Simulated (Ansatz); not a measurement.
**C2H2I radical: how energies converge with the basis set**

An exercise on one series of results from a longer session: the logs are not shown, and one member is left open.

Computed with Ansatz 0.2.0, Gaussian basis. Level: one geometry, several basis sets.

The runs, in order: PBE0-D4/def2-SVP; ωB97M-V/def2-SVP; PBE0-D4/def2-QZVPP; ωB97M-V/def2-QZVPP; the functionals' def2-TZVPP values are taken from earlier runs.

## Structure used throughout

All runs share one geometry, relaxed beforehand with PBE0-D4 in a triple-zeta def2 set. I takes the def2 core potential; no spin-orbit term is included.

SMILES `[CH]=CI`, 5 atoms, charge 0, spin multiplicity 2.

Atoms are counted from 1 here; the program's logs count them from 0.

Bond lengths: C1–C2 1.282 Å, C1–H4 1.075 Å, C2–I3 2.145 Å, C2–H5 1.082 Å. Angles: C2–C1–H4 144.8°, C1–C2–I3 121.0°, C1–C2–H5 127.9°, I3–C2–H5 111.1°.

The first run:

Input file in.yaml:

```yaml
crystal:
  periodic: [false, false, false]
  atoms:
    - {symbol: C, position_ang: [-0.741561, -0.615357, -0.282330]}
    - {symbol: C, position_ang: [-0.013566, 0.430366, -0.137476]}
    - {symbol: I, position_ang: [1.837299, 0.345939, 0.943931]}
    - {symbol: H, position_ang: [-0.828014, -1.663714, -0.059264]}
    - {symbol: H, position_ang: [-0.204257, 1.429067, -0.506261]}
basis:
  gaussian: {orbitals: def2-SVP}
magnetization: {spin_polarized: true, initial_magnetization: 1}
hamiltonian: {xc: pbe0, dispersion: d4}
output: {orbitals: {seedname: orbitals}}
```

Run with:

```bash
ansatz run in.yaml --threads 2 --pin off --events-out ev --progress --plain --max-ram 32768MiB --backend cpu
```

Steps of the session up to this table: PBE0-D4 in def2-SVP; ωB97M-V in def2-SVP; PBE0-D4 in def2-QZVPP; ωB97M-V in def2-QZVPP.

One of the session's tables, all rows but one given; the rest of the session is left out.

It belongs to the step «Density functionals: the series». 

```
functional       basis  HOMO (eV)  LUMO (eV)
   PBE0-D4    def2-SVP      -7.07      -2.94
   PBE0-D4  def2-TZVPP      -7.10      -3.05
   PBE0-D4  def2-QZVPP      -7.11      -3.07
   ωB97M-V    def2-SVP      -8.93      -0.95
   ωB97M-V  def2-TZVPP          ?          ?
   ωB97M-V  def2-QZVPP      -8.97      -1.22
```

Q: Estimate the row for ωB97M-V, def2-TZVPP from the others.

As computed: HOMO (eV): -8.96; LUMO (eV): -1.17. In the column «HOMO (eV)» it lies between ωB97M-V, def2-QZVPP (-8.97) and ωB97M-V, def2-SVP (-8.93).
